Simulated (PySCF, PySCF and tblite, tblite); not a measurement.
# C5HN3O: telling isomers apart by computed NMR

Aim: see whether computed shieldings tell isomers of C5HN3O apart.

Computed with tblite 0.8.0 (tight binding) and PySCF 2.14.0 (DFT, with response routines of our own); each step states its level. Atoms count from 0 throughout.

## (1) The starting structure

10 atoms, charge 0, multiplicity 1; geometry from: MMFF94s geometry. This is the first candidate.

Bonds of the start (Å): C1–C2 1.42, C2–C3 1.41, C2–C6 1.36, C3–H9 1.08, C3–N4 1.35, C6–C7 1.42, C7–N8 1.16, N0–C1 1.16, N4–O5 1.39, O5–C6 1.37.

## (2) GFN2-xTB relaxation, isomer A, conformer 1

What the job is given:

```
{"job": {"xc": "GFN2-xTB", "basis": "xTB", "kind": "relax"}, "charge": 0, "multiplicity": 1}
N      0.882600     2.824900    -0.158400
C      0.388900     1.779300    -0.102000
C     -0.192000     0.487900    -0.008900
C     -1.565300     0.169500     0.056800
N     -1.756100    -1.161900     0.135300
O     -0.485600    -1.717400     0.087800
C      0.437600    -0.715400     0.003000
C      1.804800    -1.089700    -0.037900
N      2.926600    -1.385400    -0.082300
H     -2.432600     0.812800     0.084000
```

On the command line:

```sh
$ OMP_NUM_THREADS=1 python ens_run.py task.json out
```

One launch serves the whole session.

Log:

```text
step      E/eV     max force
  0    -650.35144    2.916
  1    -650.34362    5.862
  2    -650.45474    2.291
  3    -650.51099    1.146
  4    -650.53215    0.240
  5    -650.53352    0.161
  6    -650.53411    0.401
  7    -650.53495    0.213
  8    -650.53529    0.048
  9    -650.53547    0.044
 10    -650.53613    0.155
 11    -650.53649    0.132
 12    -650.53675    0.064
 13    -650.53700    0.072
 14    -650.53731    0.102
 15    -650.53749    0.074
 16    -650.53755    0.022
 17    -650.53755    0.022
 18    -650.53755    0.051
 19    -650.53757    0.013
 20    -650.53759    0.012
 21    -650.53760    0.022
 22    -650.53760    0.032
 23    -650.53761    0.006
 24    -650.53761    0.006
 25    -650.53761    0.005
 26    -650.53761    0.004
```

Run time: 0.25 s. Hardware: 1 thread of Arm Neoverse N1, shared host.

Gain 0.186 eV; displacement 0.03 Å root mean square.

## (3) Shieldings, isomer A, conformer 1: B3LYP/pcSseg-1 in methanol

What the job is given:

```
{"job": {"xc": "B3LYP", "basis": "pcSseg-1", "solvent": "methanol", "kind": "nmr", "pop": true}, "charge": 0, "multiplicity": 1}
N      0.851051     2.810129    -0.159935
C      0.402220     1.759133    -0.094576
C     -0.182351     0.485833    -0.013821
C     -1.564622     0.157513     0.065549
N     -1.723167    -1.130944     0.126137
O     -0.513189    -1.705263     0.092528
C      0.431608    -0.758131     0.008584
C      1.796616    -1.094546    -0.041583
N      2.913065    -1.343302    -0.083381
H     -2.402348     0.824234     0.077970
```

Log:

```text
coarse grid: 10328 points
cycle   1  E = -430.3035131029  dE =  1.890e+00  |g| = 6.537e-01  |ddm| = 3.678e+00
cycle   2  E = -429.9443857720  dE =  3.591e-01  |g| = 1.429e+00  |ddm| = 1.942e+00
cycle   3  E = -430.3940746080  dE = -4.497e-01  |g| = 1.382e-01  |ddm| = 1.328e+00
cycle   4  E = -430.3966667531  dE = -2.592e-03  |g| = 8.057e-02  |ddm| = 1.388e-01
cycle   5  E = -430.3979312964  dE = -1.265e-03  |g| = 1.517e-02  |ddm| = 7.210e-02
cycle   6  E = -430.3979622229  dE = -3.093e-05  |g| = 7.509e-03  |ddm| = 1.640e-02
cycle   7  E = -430.3979742235  dE = -1.200e-05  |g| = 1.600e-03  |ddm| = 6.614e-03
cycle   8  E = -430.3979747710  dE = -5.475e-07  |g| = 5.989e-04  |ddm| = 1.706e-03
final grid: 105600 points
cycle   9  E = -430.4766548095  dE = -2.699e-05  |g| = 4.807e-03  |ddm| = 2.954e-02
cycle  10  E = -430.4766459401  dE =  8.869e-06  |g| = 8.576e-03  |ddm| = 9.744e-03
cycle  11  E = -430.4766590234  dE = -1.308e-05  |g| = 8.836e-04  |ddm| = 6.236e-03
cycle  12  E = -430.4766591743  dE = -1.509e-07  |g| = 2.482e-04  |ddm| = 8.643e-04
cycle  13  E = -430.4766591824  dE = -8.132e-09  |g| = 1.493e-04  |ddm| = 2.741e-04
cycle  14  E = -430.4766591866  dE = -4.154e-09  |g| = 4.890e-05  |ddm| = 1.315e-04
cycle  15  E = -430.4766591871  dE = -5.347e-10  |g| = 1.202e-05  |ddm| = 4.737e-05
converged SCF energy = -430.4766591871

GIAO shielding tensors (ppm)
atom      isotropic    diamagn.    paramagn.     s11        s22        s33       span
  0 N      -60.234     343.414    -403.648   -219.867   -182.346    221.512    441.379
  1 C       66.355     258.382    -192.027    -47.081    -45.843    291.989    339.070
  2 C       68.476     256.670    -188.194    -15.525     80.106    140.847    156.373
  3 C       21.595     243.468    -221.872    -72.857     17.643    120.000    192.857
  4 N     -167.018     318.151    -485.170   -438.837   -125.369     63.152    501.989
  5 O      -84.694     397.187    -481.881   -223.405   -168.684    138.008    361.413
  6 C       22.649     251.419    -228.769    -68.192     30.328    105.812    174.005
  7 C       68.572     258.547    -189.975    -44.101    -40.768    290.586    334.688
  8 N      -73.920     341.705    -415.625   -238.041   -183.912    200.194    438.234
  9 H       22.888      27.839      -4.951     21.102     21.510     26.050      4.948
```

Run time: 30 s. Hardware: 1 thread of Arm Neoverse N1, shared host.

Key values: HOMO -8.47 eV, LUMO -3.04 eV; dipole 4.08 D.

## (4) Boltzmann average, isomer A: properties at B3LYP/pcSseg-1 in methanol

What the job is given:

```
{"job": {"study": "conf", "smiles": "N#Cc1cnoc1C#N", "search": {"seed": 6635, "n_embed": 45, "ff_keep": 10, "window": 2.5, "nmax": 6, "temps": [250, 298.15, 350], "t_ref": 298.15, "order": 0.0005}, "level": {"nmr": {"xc": "B3LYP", "basis": "pcSseg-1", "solvent": "methanol"}}, "kind": "conf"}, "charge": 0, "multiplicity": 1}
N      0.851051     2.810129    -0.159935
C      0.402220     1.759133    -0.094576
C     -0.182351     0.485833    -0.013821
C     -1.564622     0.157513     0.065549
N     -1.723167    -1.130944     0.126137
O     -0.513189    -1.705263     0.092528
C      0.431608    -0.758131     0.008584
C      1.796616    -1.094546    -0.041583
N      2.913065    -1.343302    -0.083381
H     -2.402348     0.824234     0.077970
```

Log:

```text
conformer  sym    E(xTB)   E(DFT)   G(298.15 K)  weight  dipole/D
    1     Cs      0.000    0.000    0.000   1.0000    4.080

mean shielding (ppm) by class
class atoms           250 K   298.15 K      350 K
  0 N  0            -60.234    -60.234    -60.234
  1 C  1             66.355     66.355     66.355
  2 C  2             68.476     68.476     68.476
  3 C  3             21.595     21.595     21.595
  4 N  4           -167.018   -167.018   -167.018
  5 O  5            -84.694    -84.694    -84.694
  6 C  6             22.649     22.649     22.649
  7 C  7             68.572     68.572     68.572
  8 N  8             -73.92     -73.92     -73.92
  9 H  9             22.888     22.888     22.888
```

It took 31 s on 1 thread of Arm Neoverse N1, shared host. This counts the runs that the step sums up.

The search (ETKDG, MMFF94s, GFN2-xTB) embedded 45 structures, kept 1 distinct ones after the force field and 1 after xTB; 1 was carried on (window 2.5 kcal/mol at the search's own energies). Energies: B3LYP/pcSseg-1 in methanol with D3(BJ).

The conformers at 298 K:

| no. | group | mirror pair | ΔE xTB | ΔE DFT | ΔG | weight (%) | μ (D) | A, B, C (GHz) |
| --- | --- | --- | --- | --- | --- | --- | --- | --- |
| 1 | Cs | no | 0.00 | 0.00 | 0.00 | 100.0 | 4.08 | 2.05, 1.94, 0.99 |

Energies in kcal/mol. ΔG holds xTB vibrations and rotation, symmetry numbers and mirror pairs.

Shifts against references run at the same level (1H TMS 31.81, 13C TMS 182.8 ppm of shielding), by class of atoms, at 298 K:

| atoms | environment | average |
| --- | --- | --- |
| C3 | aromatic CH next to a ring nitrogen | 161.2 |
| C6 | substituted aromatic carbon next to the ring oxygen | 160.2 |
| C1 | nitrile carbon | 116.5 |
| C2 | substituted aromatic carbon | 114.3 |
| C7 | nitrile carbon | 114.2 |
| H9 | hydrogen on an aromatic CH next to a ring nitrogen | 8.92 |
| N4 | pyridine-type nitrogen of an azole | -167.0 (σ) |
| N8 | nitrile nitrogen | -73.9 (σ) |
| N0 | nitrile nitrogen | -60.2 (σ) |
| O5 | aromatic ring oxygen | -84.7 (σ) |

## (5) GFN2-xTB relaxation, isomer B, conformer 1

What the job is given:

```
{"job": {"xc": "GFN2-xTB", "basis": "xTB", "kind": "relax"}, "charge": 0, "multiplicity": 1}
N      3.613100     0.417300     0.028000
C      2.477000     0.146100    -0.085800
C      1.096600    -0.159700    -0.171700
C      0.001100     0.573100     0.354900
C     -1.093200    -0.162200    -0.024900
C     -2.485900     0.013100     0.170300
N     -3.613700     0.183900     0.352800
O     -0.692700    -1.234600    -0.750900
N      0.693700    -1.244700    -0.848100
H      0.012800     1.472300     0.953000
```

Log:

```text
step      E/eV     max force
  0    -650.30379    3.517
  1    -650.04520   11.869
  2    -650.44546    1.217
  3    -650.45041    1.431
  4    -650.45707    0.909
  5    -650.46239    0.241
  6    -650.46421    0.154
  7    -650.46559    0.093
  8    -650.46605    0.063
  9    -650.46630    0.041
 10    -650.46645    0.041
 11    -650.46655    0.036
 12    -650.46655    0.036
 13    -650.46661    0.037
 14    -650.46674    0.077
 15    -650.46686    0.068
 16    -650.46697    0.045
 17    -650.46740    0.119
 18    -650.46736    0.319
 19    -650.46772    0.077
 20    -650.46791    0.074
 21    -650.46829    0.130
 22    -650.46847    0.104
 23    -650.46855    0.031
 24    -650.46856    0.011
 25    -650.46857    0.017
 26    -650.46858    0.021
 27    -650.46859    0.012
 28    -650.46859    0.005
 29    -650.46859    0.008
 30    -650.46859    0.008
 31    -650.46859    0.004
```

Wall time 0.23 s (1 thread of Arm Neoverse N1, shared host).

Relaxing gained 0.165 eV and moved the atoms by 0.04 Å on average (rms).

## (6) Shieldings, isomer B, conformer 1: B3LYP/pcSseg-1 in methanol

What the job is given:

```
{"job": {"xc": "B3LYP", "basis": "pcSseg-1", "solvent": "methanol", "kind": "nmr", "pop": false}, "charge": 0, "multiplicity": 1}
N      3.556112     0.455045     0.051316
C      2.460923     0.149469    -0.070417
C      1.092235    -0.177317    -0.188429
C     -0.000186     0.551335     0.352607
C     -1.087621    -0.186610    -0.050548
C     -2.461437     0.024704     0.176864
N     -3.570464     0.221765     0.378423
O     -0.665162    -1.249243    -0.762244
N      0.661521    -1.235276    -0.840761
H      0.022961     1.450782     0.930661
```

Log:

```text
coarse grid: 10328 points
cycle   1  E = -430.3031358190  dE =  1.885e+00  |g| = 6.455e-01  |ddm| = 3.619e+00
cycle   2  E = -429.9994520597  dE =  3.037e-01  |g| = 1.339e+00  |ddm| = 1.747e+00
cycle   3  E = -430.3895597812  dE = -3.901e-01  |g| = 1.381e-01  |ddm| = 1.223e+00
cycle   4  E = -430.3925685626  dE = -3.009e-03  |g| = 6.873e-02  |ddm| = 1.228e-01
cycle   5  E = -430.3935412509  dE = -9.727e-04  |g| = 1.441e-02  |ddm| = 5.399e-02
cycle   6  E = -430.3935738156  dE = -3.256e-05  |g| = 6.588e-03  |ddm| = 1.209e-02
cycle   7  E = -430.3935818936  dE = -8.078e-06  |g| = 1.793e-03  |ddm| = 4.989e-03
final grid: 105600 points
cycle   8  E = -430.4731893430  dE = -1.980e-05  |g| = 6.546e-03  |ddm| = 2.390e-02
cycle   9  E = -430.4731681290  dE =  2.121e-05  |g| = 1.233e-02  |ddm| = 1.218e-02
cycle  10  E = -430.4731978256  dE = -2.970e-05  |g| = 9.440e-04  |ddm| = 8.012e-03
cycle  11  E = -430.4731980001  dE = -1.746e-07  |g| = 2.623e-04  |ddm| = 8.651e-04
cycle  12  E = -430.4731980099  dE = -9.726e-09  |g| = 1.562e-04  |ddm| = 2.607e-04
cycle  13  E = -430.4731980147  dE = -4.853e-09  |g| = 5.085e-05  |ddm| = 1.414e-04
cycle  14  E = -430.4731980153  dE = -5.750e-10  |g| = 1.009e-05  |ddm| = 4.980e-05
converged SCF energy = -430.4731980153

GIAO shielding tensors (ppm)
atom      isotropic    diamagn.    paramagn.     s11        s22        s33       span
  0 N      -55.186     341.779    -396.965   -216.521   -186.679    237.642    454.163
  1 C       65.989     257.089    -191.101    -47.927    -43.991    289.884    337.812
  2 C       35.421     252.163    -216.742    -71.106     57.775    119.596    190.702
  3 C       45.749     250.297    -204.548    -41.458     35.106    143.599    185.057
  4 C       27.311     253.393    -226.083    -59.799     38.104    103.627    163.426
  5 C       67.843     257.511    -189.668    -45.466    -41.552    290.548    336.014
  6 N      -64.029     341.814    -405.844   -230.343   -173.979    212.233    442.576
  7 O      -91.207     396.279    -487.486   -244.582   -178.540    149.502    394.085
  8 N     -190.437     318.511    -508.949   -512.004   -139.396     80.088    592.092
  9 H       23.859      30.405      -6.546     21.767     23.208     26.603      4.835
```

Run time: 25 s. Hardware: 1 thread of Arm Neoverse N1, shared host.

This run: HOMO -8.54 eV, LUMO -2.76 eV; dipole 1.85 D.

## (7) Boltzmann average, isomer B: properties at B3LYP/pcSseg-1 in methanol

What the job is given:

```
{"job": {"study": "conf", "smiles": "N#Cc1cc(C#N)on1", "search": {"seed": 6635, "n_embed": 45, "ff_keep": 10, "window": 2.5, "nmax": 6, "temps": [250, 298.15, 350], "t_ref": 298.15, "order": 0.0005}, "level": {"nmr": {"xc": "B3LYP", "basis": "pcSseg-1", "solvent": "methanol"}}, "kind": "conf"}, "charge": 0, "multiplicity": 1}
N      3.556112     0.455045     0.051316
C      2.460923     0.149469    -0.070417
C      1.092235    -0.177317    -0.188429
C     -0.000186     0.551335     0.352607
C     -1.087621    -0.186610    -0.050548
C     -2.461437     0.024704     0.176864
N     -3.570464     0.221765     0.378423
O     -0.665162    -1.249243    -0.762244
N      0.661521    -1.235276    -0.840761
H      0.022961     1.450782     0.930661
```

Log:

```text
conformer  sym    E(xTB)   E(DFT)   G(298.15 K)  weight  dipole/D
    1     Cs      0.000    0.000    0.000   1.0000    1.849

mean shielding (ppm) by class
class atoms           250 K   298.15 K      350 K
  0 N  0            -55.186    -55.186    -55.186
  1 C  1             65.989     65.989     65.989
  2 C  2             35.422     35.422     35.422
  3 C  3             45.749     45.749     45.749
  4 C  4             27.311     27.311     27.311
  5 C  5             67.843     67.843     67.843
  6 N  6            -64.029    -64.029    -64.029
  7 O  7            -91.207    -91.207    -91.207
  8 N  8           -190.438   -190.438   -190.438
  9 H  9             23.859     23.859     23.859
```

Run time: 26 s. Hardware: 1 thread of Arm Neoverse N1, shared host. This counts the runs that the step sums up.

The search (ETKDG, MMFF94s, GFN2-xTB) embedded 45 structures, kept 1 distinct ones after the force field and 1 after xTB; 1 was carried on (window 2.5 kcal/mol at the search's own energies). Energies: B3LYP/pcSseg-1 in methanol with D3(BJ).

Conformer by conformer (298 K):

| no. | group | mirror pair | ΔE xTB | ΔE DFT | ΔG | weight (%) | μ (D) | A, B, C (GHz) |
| --- | --- | --- | --- | --- | --- | --- | --- | --- |
| 1 | Cs | no | 0.00 | 0.00 | 0.00 | 100.0 | 1.85 | 6.85, 0.93, 0.82 |

Energies in kcal/mol. ΔG holds xTB vibrations and rotation, symmetry numbers and mirror pairs.

Shifts against references run at the same level (1H TMS 31.81, 13C TMS 182.8 ppm of shielding), by class of atoms, at 298 K:

| atoms | environment | average |
| --- | --- | --- |
| C4 | substituted aromatic carbon next to the ring oxygen | 155.5 |
| C2 | substituted aromatic carbon next to a ring nitrogen | 147.4 |
| C3 | aromatic CH | 137.1 |
| C1 | nitrile carbon | 116.8 |
| C5 | nitrile carbon | 115.0 |
| H9 | hydrogen on an aromatic CH | 7.95 |
| N8 | pyridine-type nitrogen of an azole | -190.4 (σ) |
| N6 | nitrile nitrogen | -64.0 (σ) |
| N0 | nitrile nitrogen | -55.2 (σ) |
| O7 | aromatic ring oxygen | -91.2 (σ) |

## (8) GFN2-xTB relaxation, isomer C, conformer 1

What the job is given:

```
{"job": {"xc": "GFN2-xTB", "basis": "xTB", "kind": "relax"}, "charge": 0, "multiplicity": 1}
N      0.981300     2.788900    -0.002300
C      0.450000     1.759300    -0.000500
C     -0.177000     0.487500     0.026400
C     -1.535300     0.271000     0.102300
O     -1.766100    -1.076900     0.101700
N     -0.559600    -1.749800    -0.008500
C      0.380800    -0.788300    -0.051000
C      1.762700    -1.152500    -0.147100
N      2.889500    -1.422000    -0.234700
H     -2.417400     0.887600     0.191200
```

Log:

```text
step      E/eV     max force
  0    -650.33986    2.675
  1    -650.32932    6.194
  2    -650.45940    2.021
  3    -650.52194    0.597
  4    -650.53172    0.254
  5    -650.53328    0.397
  6    -650.53453    0.245
  7    -650.53555    0.058
  8    -650.53572    0.047
  9    -650.53596    0.041
 10    -650.53610    0.035
 11    -650.53610    0.035
 12    -650.53615    0.038
 13    -650.53622    0.058
 14    -650.53634    0.048
 15    -650.53645    0.044
 16    -650.53682    0.086
 17    -650.53695    0.185
 18    -650.53726    0.060
 19    -650.53750    0.067
 20    -650.53781    0.050
 21    -650.53794    0.042
 22    -650.53804    0.027
 23    -650.53807    0.025
 24    -650.53810    0.025
 25    -650.53814    0.021
 26    -650.53817    0.018
 27    -650.53818    0.012
 28    -650.53819    0.016
 29    -650.53821    0.018
 30    -650.53822    0.011
 31    -650.53823    0.010
 32    -650.53824    0.011
 33    -650.53825    0.011
 34    -650.53826    0.008
 35    -650.53826    0.002
```

It took 0.26 s on 1 thread of Arm Neoverse N1, shared host.

The energy fell by 0.198 eV, and the atoms moved 0.04 Å (root mean square).

## (9) Shieldings, isomer C, conformer 1: B3LYP/pcSseg-1 in methanol

What the job is given:

```
{"job": {"xc": "B3LYP", "basis": "pcSseg-1", "solvent": "methanol", "kind": "nmr", "pop": false}, "charge": 0, "multiplicity": 1}
N      1.025626     2.733761    -0.009872
C      0.468945     1.734075     0.005187
C     -0.200784     0.499815     0.023048
C     -1.545430     0.237655     0.110294
O     -1.746418    -1.075307     0.094018
N     -0.574833    -1.718527    -0.001827
C      0.372343    -0.815699    -0.046647
C      1.743733    -1.130546    -0.149118
N      2.864130    -1.343498    -0.232471
H     -2.398431     0.882925     0.184859
```

Log:

```text
coarse grid: 10328 points
cycle   1  E = -430.3100321288  dE =  1.886e+00  |g| = 6.391e-01  |ddm| = 3.684e+00
cycle   2  E = -429.9783307352  dE =  3.317e-01  |g| = 1.379e+00  |ddm| = 1.917e+00
cycle   3  E = -430.3957531997  dE = -4.174e-01  |g| = 1.335e-01  |ddm| = 1.314e+00
cycle   4  E = -430.3985324124  dE = -2.779e-03  |g| = 7.116e-02  |ddm| = 1.404e-01
cycle   5  E = -430.3996978293  dE = -1.165e-03  |g| = 1.357e-02  |ddm| = 6.916e-02
cycle   6  E = -430.3997247598  dE = -2.693e-05  |g| = 7.354e-03  |ddm| = 1.593e-02
cycle   7  E = -430.3997356660  dE = -1.091e-05  |g| = 1.690e-03  |ddm| = 5.928e-03
cycle   8  E = -430.3997362585  dE = -5.925e-07  |g| = 4.631e-04  |ddm| = 1.660e-03
final grid: 105600 points
cycle   9  E = -430.4784711193  dE = -2.573e-05  |g| = 3.992e-03  |ddm| = 2.603e-02
cycle  10  E = -430.4784668513  dE =  4.268e-06  |g| = 6.416e-03  |ddm| = 8.032e-03
cycle  11  E = -430.4784740711  dE = -7.220e-06  |g| = 1.085e-03  |ddm| = 4.721e-03
cycle  12  E = -430.4784742852  dE = -2.140e-07  |g| = 3.350e-04  |ddm| = 9.567e-04
cycle  13  E = -430.4784743066  dE = -2.141e-08  |g| = 1.339e-04  |ddm| = 3.173e-04
cycle  14  E = -430.4784743098  dE = -3.227e-09  |g| = 5.578e-05  |ddm| = 1.255e-04
cycle  15  E = -430.4784743105  dE = -6.869e-10  |g| = 1.180e-05  |ddm| = 5.521e-05
converged SCF energy = -430.4784743105

GIAO shielding tensors (ppm)
atom      isotropic    diamagn.    paramagn.     s11        s22        s33       span
  0 N      -53.982     343.795    -397.778   -222.073   -169.919    230.045    452.118
  1 C       66.644     258.370    -191.725    -46.190    -45.353    291.475    337.665
  2 C       75.126     256.517    -181.390      6.512     79.252    139.616    133.104
  3 C        1.244     247.621    -246.377    -88.098    -11.296    103.126    191.224
  4 O      -86.136     394.629    -480.766   -236.424   -183.280    161.295    397.719
  5 N     -175.431     320.231    -495.661   -458.279   -138.982     70.970    529.249
  6 C       35.388     248.748    -213.360    -70.288     57.565    118.888    189.176
  7 C       67.034     258.293    -191.259    -45.633    -43.047    289.781    335.415
  8 N      -60.778     341.853    -402.632   -224.579   -191.212    233.456    458.036
  9 H       22.382      27.932      -5.550     20.248     21.608     25.291      5.044
```

Run time: 27 s. Hardware: 1 thread of Arm Neoverse N1, shared host.

Key values: HOMO -8.52 eV, LUMO -2.38 eV; dipole 6.16 D.

(Part 1 of 2 ends here.)
